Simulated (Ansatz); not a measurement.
# C2H10BN3: up Jacob's ladder to CCSD(T)

How much do the methods differ for C2H10BN3? The plan is to run it at one geometry with functionals of several rungs and with coupled cluster, and see how far each lands from CCSD(T) at the basis-set limit for the atomisation energy.

The runs use Ansatz 0.2.0, Gaussian basis; functionals in def2-TZVPP, the program's frozen cores in correlated methods.

Plan: LDA (SPW92), PBE-D4, revPBE-D4, BLYP-D4, r2SCAN-D4, B97M-V, PBE0-D4, B3LYP-D4, r2SCANh-D4, r2SCAN0-D4, HSE06-D4, BHLYP-D4, CAM-B3LYP-D4, LC-ωPBE, ωB97X-V, ωB97M-V, B2PLYP, PBE-QIDH; CCSD(T)/def2-SVP; CCSD(T)/def2-TZVPP; MP2/def2-QZVPP; extrapolation to the limit; RPA on PBE.

**1. The relaxed structure**

All runs share one geometry, relaxed beforehand with PBE0-D4 in a triple-zeta def2 set.

SMILES `CN(C)B(N)N`, 16 atoms, charge 0, spin multiplicity 1.

Atoms are counted from 1 here; the program's logs count them from 0.

Bond lengths: C1–N2 1.436 Å, C1–H7 1.099 Å, C1–H8 1.090 Å, C1–H9 1.100 Å, N2–C3 1.436 Å, N2–B4 1.430 Å, C3–H10 1.090 Å, C3–H11 1.099 Å, C3–H12 1.100 Å, B4–N5 1.430 Å, B4–N6 1.430 Å, N5–H13 1.003 Å, N5–H14 1.003 Å, N6–H15 1.003 Å, N6–H16 1.003 Å. Angles: N2–C1–H7 110.9°, N2–C1–H8 110.8°, N2–C1–H9 112.4°, H7–C1–H8 107.1°, H7–C1–H9 107.0°, H8–C1–H9 108.5°, C1–N2–C3 113.3°, C1–N2–B4 123.3°, C3–N2–B4 123.3°, N2–C3–H10 110.8°, N2–C3–H11 110.9°, N2–C3–H12 112.4°, H10–C3–H11 107.1°, H10–C3–H12 108.5°, H11–C3–H12 107.0°, N2–B4–N5 120.4°, N2–B4–N6 120.4°, N5–B4–N6 119.3° and more.

**2. LDA**

This LDA is Slater exchange with PW92 correlation.

The input, in.yaml:

```yaml
crystal:
  periodic: [false, false, false]
  atoms:
    - {symbol: C, position_ang: [-0.105930, -0.863635, 1.529637]}
    - {symbol: N, position_ang: [0.300599, -0.270627, 0.286655]}
    - {symbol: C, position_ang: [1.672738, -0.531874, -0.046053]}
    - {symbol: B, position_ang: [-0.573404, 0.505909, -0.536069]}
    - {symbol: N, position_ang: [-0.199853, 0.837982, -1.875762]}
    - {symbol: N, position_ang: [-1.831255, 0.958614, -0.028691]}
    - {symbol: H, position_ang: [0.165677, -1.927574, 1.563339]}
    - {symbol: H, position_ang: [-1.187827, -0.805716, 1.649977]}
    - {symbol: H, position_ang: [0.367974, -0.382390, 2.398337]}
    - {symbol: H, position_ang: [1.990138, 0.083088, -0.888308]}
    - {symbol: H, position_ang: [2.333587, -0.289294, 0.797419]}
    - {symbol: H, position_ang: [1.848279, -1.588041, -0.299765]}
    - {symbol: H, position_ang: [0.466907, 0.303577, -2.400474]}
    - {symbol: H, position_ang: [-0.778585, 1.417654, -2.454798]}
    - {symbol: H, position_ang: [-2.013969, 1.063072, 0.951707]}
    - {symbol: H, position_ang: [-2.477877, 1.466756, -0.603047]}
basis:
  gaussian: {orbitals: def2-TZVPP}
hamiltonian: {xc: lda}
output: {orbitals: {seedname: orbitals}}
```

On the command line:

```console
$ ansatz run in.yaml --threads 4 --pin off --events-out ev --progress --plain --max-ram 11315MiB
```

Further steps of the session: PBE-D4 (GGA); revPBE-D4 (GGA); BLYP-D4 (GGA); r2SCAN-D4 (meta-GGA); B97M-V (meta-GGA); B3LYP-D4 (hybrid); r2SCANh-D4 (hybrid); r2SCAN0-D4 (hybrid); HSE06-D4 (hybrid); BHLYP-D4 (hybrid); CAM-B3LYP-D4 (range-separated); LC-ωPBE (range-separated); ωB97X-V (range-separated); ωB97M-V (range-separated); B2PLYP (double hybrid); PBE-QIDH (double hybrid); CCSD(T) in def2-SVP; CCSD(T) in def2-TZVPP; MP2 in def2-QZVPP; RPA on PBE orbitals.

Q: Predict the results of all the runs planned. Wanted: atomisation energy, CCSD(T)/CBS; farthest beyond LDA; mean size of error, GGA; mean size of error, meta-GGA; mean size of error, hybrid; mean size of error, range-separated; mean size of error, double hybrid; gap, smallest and largest; T1 diagnostic.

As calculated:

```
                               quantity                                              value
        atomisation energy, CCSD(T)/CBS                                      6180.6 kJ/mol
 functionals within 30.9 kJ/mol (0.5 %)  revPBE-D4, r2SCAN-D4, B97M-V, r2SCANh-D4, LC-ωPBE
                    farthest beyond LDA                             PBE-D4 (+160.6 kJ/mol)
                mean size of error, GGA                                        72.6 kJ/mol
           mean size of error, meta-GGA                                         9.5 kJ/mol
             mean size of error, hybrid                                        64.8 kJ/mol
    mean size of error, range-separated                                        45.4 kJ/mol
      mean size of error, double hybrid                                        32.0 kJ/mol
              gap, smallest and largest              4.54 eV (BLYP-D4), 11.50 eV (LC-ωPBE)
                          T1 diagnostic                                             0.0102
triples share of the correlation energy                                              3.8 %
```

In words: The LDA atomisation energy is off by 923.9 kJ/mol (15 %): it overbinds. PBE-D4 is off by +160.6 kJ/mol. Double hybrids carry the basis error of their MP2 part in triple zeta, and no dispersion term here, so their miss is partly the set-up's. Taken by rung, meta-GGA functionals do best (9.5 kJ/mol on average) and GGA ones worst beyond LDA (72.6 kJ/mol). hybrid functionals lie within the reference's doubt of that worst mean (64.8 kJ/mol), so those two tie. The reference freezes the cores and leaves out relativity and excitations past (T), so misses under about 30.9 kJ/mol can't be ranked. Hartree-Fock recovers 72 % of the binding; the rest is correlation. CCSD(T) in def2-SVP is off by -330.1 kJ/mol, so the small basis spoils what the method gains. Orbital gaps span 4.5 to 11.5 eV; exact exchange widens them.
